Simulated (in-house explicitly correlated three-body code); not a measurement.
# Two electrons around a charge of +1.5 under Yukawa screening of 0.1125 per bohr: exact states

System: two electrons around a charge of +1.5 under Yukawa screening of 0.1125 per bohr. A variational three-body run gives its energies and expectation values.

Method: two electrons, non-relativistic, variational in exponentially correlated functions. Code: in-house explicitly correlated three-body code version 1.

## 1. Starting point

| Quantity | Value |
| --- | --- |
| charge of the centre | +1.5 |
| mass of the centre | infinite |
| interactions | Yukawa, exp(−0.1125 r)/r, between all pairs |
| basis | 260 functions exp(−a r1 − b r2 − g r12) a state, exponent ranges optimised |
| units | hartree and bohr; relativity and QED are left out |

## 2. Input and results

Settings:

```ini
Z = 1.5
screening = 0.1125
interaction_strength = 1.0
functions = 260
states_tried = 13
```

The run is started by

```sh
$ python run_hyl.py task.json out
```

Results of the run (chosen fields of its result record, rounded):

```text
{
  "status": "converged",
  "states [hartree, bohr]": [
    {"name": "1 1S", "E": -1.252191328315, "change": 2.9e-10, "T": 1.4538068227, "inv_r": 1.079047859, "inv_r12": 0.5311454263, "r": 1.36583509, "r2": 2.64461057, "r12": 2.12505188, "r12_2": 5.62694883, "cos": -0.0817388, "p1p2": 0.093056151, "d1": 0.6771989, "d12": 0.028461},
    {"name": "2 3S", "E": -0.9793710484313, "change": 3.1e-10, "T": 1.154471285, "inv_r": 0.735194714, "inv_r12": 0.07174180871, "r": 4.75311904, "r2": 44.9676379, "r12": 8.58943653, "r12_2": 90.1226858, "cos": -0.01133951, "p1p2": 0.0016113609, "d1": 0.5397756, "d12": 0.0},
    {"name": "2 1S", "E": -0.9720771890019, "change": 9.3e-09, "T": 1.1408560165, "inv_r": 0.7197930722, "inv_r12": 0.04644601118, "r": 6.38805081, "r2": 85.3739839, "r12": 11.8300044, "r12_2": 170.881706, "cos": -0.006708166, "p1p2": 0.0020033347, "d1": 0.5370366, "d12": 0.00076422}
  ],
  "threshold [hartree]": -0.965310528615
}
```

«change» is the move of the energy from 170 to 260 functions; states that moved too far are left out. d1 and d12 are the expectation values of δ(r1) and δ(r12).

Wall time 32 s (1 thread of AMD EPYC 9R45 (Zen 5), shared host).

## 3. Levels

Binding counts from the one-electron threshold at -0.965311 hartree:

| state | binding (eV) | excitation (eV) | ⟨r⟩ | ⟨r12⟩ (bohr) | ⟨cos θ12⟩ |
| --- | --- | --- | --- | --- | --- |
| 1 ¹S | 7.80642 | 0 | 1.366 | 2.125 | -0.0817 |
| 2 ³S | 0.382606 | 7.42382 | 4.753 | 8.589 | -0.0113 |
| 2 ¹S | 0.184130 | 7.62229 | 6.388 | 11.83 | -0.0067 |

## 4. Results

| quantity | value |
| --- | --- |
| ground-state energy | -1.25219133 hartree |
| binding of the second electron | 7.8064 eV |
| ⟨r12⟩, ⟨cos θ12⟩ | 2.125 bohr, -0.0817 |

In words: The second electron is bound by 7.806 eV, and the mean cosine of -0.082 shows the electrons leaning only slightly to opposite sides. Exchange puts 2 ³S 0.198 eV under 2 ¹S.
